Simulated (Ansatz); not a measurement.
# C₇H₅FO: up Jacob's ladder to CCSD(T)

Aim: compute C₇H₅FO with functionals from several rungs and with coupled cluster. The yardstick is the atomisation energy at the CCSD(T) limit.

Computed with Ansatz 0.2.0, Gaussian basis. Level: functionals in def2-TZVPP, the program's frozen cores in correlated methods.

The runs, in order: LDA (SPW92), PBE-D4, revPBE-D4, BLYP-D4, r2SCAN-D4, B97M-V, PBE0-D4, B3LYP-D4, r2SCANh-D4, r2SCAN0-D4, HSE06-D4, BHLYP-D4, CAM-B3LYP-D4, LC-ωPBE, ωB97X-V, ωB97M-V, B2PLYP, PBE-QIDH; CCSD(T)/def2-SVP; CCSD(T)/def2-TZVPP; MP2/def2-QZVPP; extrapolation to the limit; RPA on PBE.

## Step 1: Structure used throughout

An earlier PBE0-D4 in a triple-zeta def2 set relaxation fixed the geometry.

SMILES `O=C(F)c1ccccc1`, 14 atoms, charge 0, spin multiplicity 1.

Atoms are counted from 1 here; the program's logs count them from 0.

Bond lengths: O1–C2 1.184 Å, C2–F3 1.349 Å, C2–C4 1.471 Å, C4–C5 1.393 Å, C4–C9 1.392 Å, C5–C6 1.382 Å, C5–H10 1.083 Å, C6–C7 1.389 Å, C6–H11 1.083 Å, C7–C8 1.388 Å, C7–H12 1.084 Å, C8–C9 1.384 Å, C8–H13 1.083 Å, C9–H14 1.082 Å. Angles: O1–C2–F3 119.9°, O1–C2–C4 127.8°, F3–C2–C4 112.3°, C2–C4–C5 117.8°, C2–C4–C9 122.0°, C5–C4–C9 120.3°, C4–C5–C6 119.8°, C4–C5–H10 118.8°, C6–C5–H10 121.3°, C5–C6–C7 119.9°, C5–C6–H11 120.0°, C7–C6–H11 120.1°, C6–C7–C8 120.3°, C6–C7–H12 119.8°, C8–C7–H12 119.8°, C7–C8–C9 120.0°, C7–C8–H13 120.1°, C9–C8–H13 119.9° and more.

## Step 2: LDA

This LDA is Slater exchange with PW92 correlation.

File in.yaml:

```yaml
crystal:
  periodic: [false, false, false]
  atoms:
    - {symbol: O, position_ang: [2.816227, -1.406333, -0.498531]}
    - {symbol: C, position_ang: [1.843691, -1.412978, 0.175893]}
    - {symbol: F, position_ang: [1.723955, -2.311436, 1.175005]}
    - {symbol: C, position_ang: [0.672555, -0.527946, 0.076794]}
    - {symbol: C, position_ang: [0.675309, 0.442754, -0.922405]}
    - {symbol: C, position_ang: [-0.403320, 1.297095, -1.053824]}
    - {symbol: C, position_ang: [-1.484920, 1.184920, -0.189537]}
    - {symbol: C, position_ang: [-1.488784, 0.218665, 0.806273]}
    - {symbol: C, position_ang: [-0.411577, -0.640268, 0.942720]}
    - {symbol: H, position_ang: [1.530744, 0.509774, -1.583363]}
    - {symbol: H, position_ang: [-0.403715, 2.052723, -1.830241]}
    - {symbol: H, position_ang: [-2.330328, 1.855489, -0.293424]}
    - {symbol: H, position_ang: [-2.334258, 0.134548, 1.478543]}
    - {symbol: H, position_ang: [-0.405559, -1.396998, 1.716076]}
basis:
  gaussian: {orbitals: def2-TZVPP}
hamiltonian: {xc: lda}
output: {orbitals: {seedname: orbitals}}
```

Launch:

```bash
$ ansatz run in.yaml --threads 2 --pin off --events-out ev --progress --plain --max-ram 32768MiB --backend cuda --devices 0, --max-vram 18GiB
```

After this run come: PBE-D4 (GGA); revPBE-D4 (GGA); BLYP-D4 (GGA); r2SCAN-D4 (meta-GGA); B97M-V (meta-GGA); PBE0-D4 (hybrid); B3LYP-D4 (hybrid); r2SCANh-D4 (hybrid); r2SCAN0-D4 (hybrid); HSE06-D4 (hybrid); BHLYP-D4 (hybrid); CAM-B3LYP-D4 (range-separated); LC-ωPBE (range-separated); ωB97X-V (range-separated); ωB97M-V (range-separated); B2PLYP (double hybrid); PBE-QIDH (double hybrid); CCSD(T) in def2-SVP; CCSD(T) in def2-TZVPP; MP2 in def2-QZVPP; RPA on PBE orbitals.

Q: Predict the results of all the runs planned. Wanted: atomisation energy, CCSD(T)/CBS; farthest beyond LDA; mean size of error, GGA; mean size of error, meta-GGA; mean size of error, hybrid; mean size of error, range-separated; mean size of error, double hybrid; gap, smallest and largest; T1 diagnostic.

As calculated:

| quantity | value |
| --- | --- |
| atomisation energy, CCSD(T)/CBS | 6914.7 kJ/mol |
| functionals within 34.6 kJ/mol (0.5 %) | ωB97X-V, B2PLYP |
| farthest beyond LDA | PBE-D4 (+344.3 kJ/mol) |
| mean size of error, GGA | 186.3 kJ/mol |
| mean size of error, meta-GGA | 82.2 kJ/mol |
| mean size of error, hybrid | 112.5 kJ/mol |
| mean size of error, range-separated | 50.5 kJ/mol |
| mean size of error, double hybrid | 37.7 kJ/mol |
| gap, smallest and largest | 4.16 eV (LDA (SPW92)), 10.68 eV (LC-ωPBE) |
| T1 diagnostic | 0.0134 |
| triples share of the correlation energy | 4.7 % |

What this shows: LDA overbinds by 1233.0 kJ/mol (18 %). PBE-D4 misses by +344.3 kJ/mol. Double hybrids carry the basis error of their MP2 part in triple zeta, and no dispersion term here, so their miss is partly the set-up's. By mean error the best rung here is double hybrid (37.7 kJ/mol) and the worst beyond LDA is GGA (186.3 kJ/mol). The gap between the best rungs is small, so their order is not settled. The reference freezes the cores and leaves out relativity and excitations past (T), so misses under about 34.6 kJ/mol can't be ranked. Hartree-Fock recovers 73 % of the binding; the rest is correlation. CCSD(T) in def2-SVP is off by -235.6 kJ/mol, more than most functionals: a good method in a small basis is no reference. The gap grows from 4.2 to 10.7 eV across the functionals, mostly with the share of exact exchange. The restricted reference is unstable towards a spin-broken one.
